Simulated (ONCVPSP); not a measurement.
**Ba: generating and testing an ONCV potential**

Do these settings give a usable potential? It is generated, then checked for transferability, scattering, ghosts and hardness.

Method: ONCVPSP 4.0.1, PBEsol, scalar-relativistic.

### Step 1. The atom and the settings

Typed settings, in words:

```
element                 : barium (Ba, Z = 56)
type                    : optimised norm-conserving Vanderbilt (ONCV)
frozen core             : [Kr] 4d10
valence charge          : 10
reference configuration : 5s2 5p6 (charge +2)
partial waves           : 5s: rc 2.25 bohr, ncon 3, nbas 6, qcut 5 1/bohr, local; 5p: rc 2.65 bohr, ncon 5, nbas 9, qcut 4.8 1/bohr, 1 projector; d scattering state at 0.11 Ha: rc 2.65 bohr, ncon 3, nbas 8, qcut 3.7 1/bohr, 2 projectors, debl 2.4 Ha
local potential         : the s channel
core correction         : not asked for
```

The outer shells as boxes (Hund's rule for the drawing; the calculation is spin-unpolarised):

```
[Kr] core
4d [↑↓][↑↓][↑↓][↑↓][↑↓]
5s [↑↓]
5p [↑↓][↑↓][↑↓]
```

The nodes and maxima of the atom's own shells, from an earlier all-electron run, set the scale for the radii.

All-electron outer shells of the reference configuration (PBEsol, scalar-relativistic, ld1.x):

```
shell  level (eV)  outermost node (bohr)  outermost maximum (bohr)
   5p      -30.93                   0.86                      1.67
   5d      -12.85                   0.99                      2.31
   6s      -12.20                   1.93                      3.62
   6p       -8.86                   2.25                      4.32
```

### Step 2. Generation

Ba.dat reads:

```
# ATOM AND REFERENCE CONFIGURATION
# atsym  z   nc   nv     iexc    psfile
  Ba 56.00    9    2  -116133      upf
#
#   n    l    f
    1    0    2.00
    2    0    2.00
    2    1    6.00
    3    0    2.00
    3    1    6.00
    3    2   10.00
    4    0    2.00
    4    1    6.00
    4    2   10.00
    5    0    2.00
    5    1    6.00
#
# PSEUDOPOTENTIAL AND OPTIMIZATION
# lmax
    2
#
#   l,   rc,      ep,       ncon, nbas, qcut
    0    2.25    0.00    3    6    5.00
    1    2.65    0.00    5    9    4.80
    2    2.65    0.11    3    8    3.70
#
# LOCAL POTENTIAL
# lloc, lpopt,  rc(5),   dvloc0
    0    5    2.25    0.00
#
# VANDERBILT-KLEINMAN-BYLANDER PROJECTORs
# l, nproj, debl
    0    0    3.80
    1    1    0.50
    2    2    2.40
#
# MODEL CORE CHARGE
# icmod, fcfact, rcfact
    0    0.00    0.00
#
# LOG DERIVATIVE ANALYSIS
# epsh1, epsh2, depsh
   -3.00    5.00    0.02
#
# OUTPUT GRID
# rlmax, drl
    6.00    0.01
#
# TEST CONFIGURATIONS
# ncnf
    4
# nvcnf
#   n    l    f
    3
    5    0    2.00
    5    1    6.00
    6    0    2.00
#
    3
    5    0    2.00
    5    1    6.00
    6    0    1.00
#
    3
    5    0    2.00
    5    1    6.00
    6    0    1.50
#
    3
    5    0    2.00
    5    1    6.00
    5    2    1.00
#
```

Command:

```console
$ oncvpsp.x < Ba.dat > Ba.out
```

Q: Predict the outcome of this session. Wanted: cutoffs for 1 and 0.1 mHa per electron, occupied waves; bound ghosts; GHOST(+) flags; largest test error; largest phase difference near zero energy, channels read; projector energies reset by the program.

The runs gave:

| quantity | value |
| --- | --- |
| cutoffs for 1 and 0.1 mHa per electron, occupied waves | 8.9 Ha and 11 Ha |
| bound ghosts | none found |
| GHOST(+) flags | none at low energy |
| largest test error (AE − PS) | +460 meV, for 5s2 5p6 6s2 |
| largest phase difference near zero energy, channels read | 0.844 rad |
| projector energies reset by the program | d: 0.050, 2.450 Ha |

The worst unpolarised test, 5s2 5p6 6s2, is off by 460 meV on 15.3 eV; by total energies transferability rates as poor. The potential is soft on the atom at that tolerance: the looser tolerance needs 8.9 Ha. The program's ghost test flags no bound state. Near zero energy the largest phase difference among the channels read is 0.84 rad, in the s channel. All of this concerns the isolated atom, not yet a solid.
